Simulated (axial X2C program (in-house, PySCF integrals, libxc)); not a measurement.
# A two-component session on MoS⁺: properties at the nuclei

Aim: properties at the nuclei of MoS⁺, with spin–orbit coupling in the Hamiltonian from the start.

Computed with an in-house X2C program for linear molecules on PySCF integrals. Level: two-component X2C with atomic mean-field terms, Mo dyall-cv3z, S dyall-av3z.

All values are calculated.

### Step 1. Input

task.json reads:

```json
{
 "zs": [
  42,
  16
 ],
 "q": 1,
 "bas": [
  "dyall-cv3z",
  "dyall-av3z"
 ],
 "r0": 2.15,
 "levels": [
  "PBE0",
  "HF",
  "PBE",
  "TPSSh",
  "LDA"
 ],
 "nst": 3
}
```

Keys: zs atomic numbers; q charge; bas basis sets; r0 starting distance in Å; levels methods (HF also brings MP2); nst determinants followed.

The run is started by

```console
$ python soeom.py task.json out
```

Nuclei are Gaussian, cores are contracted, and the Gaunt term is on.

### Step 2. Expectation values, lowest determinant

R = 2.065 Å. State: Ω = 3/2 (excess of +ω over −ω: ω = 1/2, ω = -3/2, ω = 5/2).

Output of the PBE0 run:

```text
two-component X2C + atomic mean field  PBE0
basis functions 216  fitting functions 999  grid points 5079
iter        total energy     max residual
   1      -4445.367769982     2.91e-06
   2      -4445.367769982     6.31e-06
converged
one-electron -6459.43676741  Coulomb 1993.68556898  exact exchange -36.85102343  xc functional -113.01315861  nuclear repulsion 172.20682118  atomic mean-field constant -1.95921068
```

The highest occupied spinor is 35% Mo s, 30% Mo d, 30% S p.

| level | Eeff magnitude (GV/cm) | Ws magnitude Mo (kHz) | A∥/gI Mo (MHz) | qzz Mo (a.u.) | A∥/gI S (MHz) | qzz S (a.u.) |
| --- | --- | --- | --- | --- | --- | --- |
| PBE0 | 1.92 | 0.609 | 895 | 0.11 | 47.3 | -1.63 |
| HF | 2.4 | 0.792 | 467 | -1.18 | 25.7 | -2.80 |
| PBE | 1.46 | 0.456 | 1010 | 0.29 | 37 | -1.40 |
| TPSSh | 1.89 | 0.583 | 882 | 0.11 | 30.3 | -1.51 |
| LDA | 1.41 | 0.437 | 1110 | 0.29 | 29.7 | -1.42 |

Eeff is the effective electric field on the electron dipole moment in this Ω state and Ws the scalar–pseudoscalar constant (defined with the proton number Z and per Ω); A∥ is the parallel hyperfine constant, which follows by multiplying with the nuclear g factor gI = μI/(I μN); qzz is the electric field gradient, eQq0 = 234.96 MHz × Q/barn × qzz. The operators were transformed with the bare-nucleus X2C matrices.

### Step 3. Expectation values, a higher determinant

R = 2.065 Å. State: Ω = 1/2 (excess of +ω over −ω: ω = -1/2, ω = -3/2, ω = 5/2), 0.68 eV above the lowest in the PBE0 search for states (made at or near this distance, with looser thresholds).

Output of the PBE0 run:

```text
two-component X2C + atomic mean field  PBE0
basis functions 216  fitting functions 999  grid points 5079
iter        total energy     max residual
   1      -4445.342737366     9.00e-06
   2      -4445.342737380     9.27e-06
   3      -4445.342737384     5.35e-06
   4      -4445.342737392     3.27e-06
   5      -4445.342737393     1.70e-06
converged
one-electron -6460.82911786  Coulomb 1995.16370609  exact exchange -36.86605075  xc functional -113.05888536  nuclear repulsion 172.20682118  atomic mean-field constant -1.95921068
```

The highest occupied spinor is 45% S p, 36% Mo d, 10% Mo p.

| level | Eeff magnitude (GV/cm) | Ws magnitude Mo (kHz) | A∥/gI Mo (MHz) | qzz Mo (a.u.) | A∥/gI S (MHz) | qzz S (a.u.) |
| --- | --- | --- | --- | --- | --- | --- |
| PBE0 | 0.832 | 1 | -2560 | 0.49 | -598 | -0.26 |
| HF | 0.936 | 1.08 | -3270 | 0.75 | -844 | -0.86 |
| PBE | 0.66 | 0.844 | -2330 | 0.17 | -543 | -0.23 |
| TPSSh | 0.774 | 0.978 | -2580 | 0.38 | -565 | -0.24 |
| LDA | 0.791 | 0.977 | -2080 | -0.01 | -543 | -0.30 |

### Step 4. Expectation values, a higher determinant

R = 2.065 Å. State: Ω = 5/2 (excess of +ω over −ω: ω = 5/2), 0.77 eV above the lowest in the PBE0 search for states (made at or near this distance, with looser thresholds).

Output of the PBE0 run:

```text
two-component X2C + atomic mean field  PBE0
basis functions 216  fitting functions 999  grid points 5079
iter        total energy     max residual
   1      -4445.339627168     5.56e-06
   2      -4445.339627165     1.23e-05
   3      -4445.339627169     1.61e-06
   4      -4445.339627169     9.41e-07
converged
one-electron -6460.82624503  Coulomb 1995.16394039  exact exchange -36.86605135  xc functional -113.05888167  nuclear repulsion 172.20682118  atomic mean-field constant -1.95921068
```

The highest occupied spinor is 45% S p, 36% Mo d, 10% Mo p.

| level | Eeff magnitude (GV/cm) | Ws magnitude Mo (kHz) | A∥/gI Mo (MHz) | qzz Mo (a.u.) | A∥/gI S (MHz) | qzz S (a.u.) |
| --- | --- | --- | --- | --- | --- | --- |
| PBE0 | 0.52 | 0.15 | -305 | 0.51 | 103 | -0.27 |
| HF | 0.654 | 0.165 | -539 | 0.74 | 161 | -0.87 |
| PBE | 0.31 | 0.114 | -236 | 0.20 | 81.3 | -0.24 |
| TPSSh | 0.484 | 0.15 | -298 | 0.40 | 88.5 | -0.25 |
| LDA | 0.13 | 0.092 | -152 | 0.12 | 75.8 | -0.32 |

### Step 5. Results

| quantity | value |
| --- | --- |
| lowest determinant | Ω = 3/2 (excess of +ω over −ω: ω = 1/2, ω = -3/2, ω = 5/2) |
| Eeff magnitude (GV/cm), PBE0 | 1.92 |
| Ws magnitude Mo (kHz), PBE0 | 0.609 |
| A∥/gI Mo (MHz), PBE0 | 895 |
| qzz Mo (a.u.), PBE0 | 0.11 |
| higher determinant | Ω = 1/2 (excess of +ω over −ω: ω = -1/2, ω = -3/2, ω = 5/2) |
| Eeff magnitude (GV/cm), PBE0, higher determinant | 0.832 |
| Ws magnitude Mo (kHz), PBE0, higher determinant | 1 |
| A∥/gI Mo (MHz), PBE0, higher determinant | -2560 |
| qzz Mo (a.u.), PBE0, higher determinant | 0.49 |
| higher determinant | Ω = 5/2 (excess of +ω over −ω: ω = 5/2) |
| Eeff magnitude (GV/cm), PBE0, higher determinant | 0.52 |
| Ws magnitude Mo (kHz), PBE0, higher determinant | 0.15 |
| A∥/gI Mo (MHz), PBE0, higher determinant | -305 |
| qzz Mo (a.u.), PBE0, higher determinant | 0.51 |

In the first state, the effective field runs from 1.41 to 2.4 GV/cm over the mean-field levels. The expectation values come from single determinants, which for open shells can mix terms of unlike spin or miss the lowest Ω, so a determinant need not be a state. Eeff is the effective electric field on the electron dipole moment in this Ω state and Ws the scalar–pseudoscalar constant (defined with the proton number Z and per Ω); A∥ is the parallel hyperfine constant, which follows by multiplying with the nuclear g factor gI = μI/(I μN); qzz is the electric field gradient, eQq0 = 234.96 MHz × Q/barn × qzz. The operators were transformed with the bare-nucleus X2C matrices.
